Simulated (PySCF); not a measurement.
# C3H4F2O2: the cost of one run

Program: PySCF 2.14.0. Level of theory: levels as typed in each script, gas phase, geometry from GFN2-xTB. These are calculated values, not measurements.

### Step 1. The system as given

SMILES `CC(F)(F)OC=O`, 11 atoms, charge 0, spin multiplicity 1.

Bond lengths: C1–C2 1.512 Å, C1–H8 1.087 Å, C1–H9 1.087 Å, C1–H10 1.087 Å, C2–F3 1.350 Å, C2–F4 1.354 Å, C2–O5 1.398 Å, O5–C6 1.341 Å, C6–O7 1.187 Å, C6–H11 1.100 Å. Angles: C2–C1–H8 109.4°, C2–C1–H9 108.3°, C2–C1–H10 109.2°, H8–C1–H9 109.8°, H8–C1–H10 110.4°, H9–C1–H10 109.8°, C1–C2–F3 110.7°, C1–C2–F4 110.9°, C1–C2–O5 115.8°, F3–C2–F4 105.2°, F3–C2–O5 104.5°, F4–C2–O5 108.8°, C2–O5–C6 120.3°, O5–C6–O7 127.2°, O5–C6–H11 107.2°, O7–C6–H11 125.6°.

Geometry (Å):

```
C     0.6800    1.3779    0.5624
C     0.6537   -0.0257    0.0000
F     1.7806   -0.6937    0.3281
F     0.6340   -0.0044   -1.3534
O    -0.3845   -0.8445    0.4537
C    -1.6619   -0.4927    0.2499
O    -2.0591    0.5091   -0.2484
H    -0.1910    1.9240    0.2105
H     1.5863    1.8678    0.2154
H     0.6817    1.3276    1.6478
H    -2.2900   -1.3091    0.6369
```

### Step 2. Localised orbitals (HF/def2-tzvp)

input.py reads:

```python
import numpy as np
from pyscf import gto, scf, dft, lo
from pyscf.data.elements import chemcore

def solve(mol, dm0=None, hcore=None):
    mf = scf.UHF(mol) if mol.spin else scf.RHF(mol)
    mf = mf.density_fit(auxbasis='def2-universal-jkfit')
    mf.conv_tol, mf.max_cycle = 1e-8, 80
    if hcore is not None:
        mf.get_hcore = lambda *args: hcore
    mf.kernel(dm0)
    if not mf.converged:
        mf = mf.newton().run(mf.mo_coeff, mf.mo_occ, max_cycle=30)
    assert mf.converged, 'SCF not converged'
    return mf

mol = gto.M(atom='''
C      0.67999     1.37785     0.56238
C      0.65368    -0.02574     0.00001
F      1.78059    -0.69373     0.32810
F      0.63398    -0.00444    -1.35336
O     -0.38452    -0.84453     0.45372
C     -1.66191    -0.49271     0.24992
O     -2.05907     0.50915    -0.24836
H     -0.19098     1.92402     0.21048
H      1.58627     1.86776     0.21540
H      0.68174     1.32756     1.64780
H     -2.28997    -1.30907     0.63692
''', basis='def2-tzvp', charge=0, spin=0, verbose=4)
mf = solve(mol)
occ_all = mf.mo_coeff[:, mf.mo_occ > 0]
occ = occ_all[:, chemcore(mol):]
loc = lo.ibo.ibo(mol, occ, iaos=lo.iao.iao(mol, occ_all))
fock, s = mf.get_fock(), mf.get_ovlp()
ortho = lo.orth_ao(mol, 'meta_lowdin')
ortho = lo.vec_lowdin(lo.iao.iao(mol, occ_all), s)
labels = lo.iao.reference_mol(mol).ao_labels(fmt=None)
vir = lo.vvo.livvo(mol, occ_all, mf.mo_coeff[:, mf.mo_occ == 0])
both = np.hstack([loc, vir])
p = (ortho.T @ s @ both) ** 2
pop = np.array([p[[l[0] == a for l in labels]].sum(0) for a in range(mol.natm)])
spd = np.array([[p[[l[0] == a and l[2][-1] == k for l in labels]].sum(0) for k in 'spd'] for a in range(mol.natm)])
eps = np.einsum('pi,pq,qi->i', both, fock, both)
for i in np.argsort(eps):
    top = np.argsort(-pop[:, i])[:3]
    print('%3d %s %9.4f Eh ' % (i + 1, 'occ' if i < loc.shape[1] else 'vir', eps[i]), '  '.join('%s%d %.3f' % (mol.atom_symbol(a), a + 1, pop[a, i]) for a in top))
np.savez('result.npz', c=both, nocc=loc.shape[1], pop=pop, spd=spd, eps=eps, e=mf.e_tot)
```

Launch:

```console
$ OMP_NUM_THREADS=1 python input.py
```

**Question.** How long does this run take on 1 thread of Arm Neoverse V2, shared host, and how much memory does it need?

About 7.8 s, with a peak of 0.38 GiB.
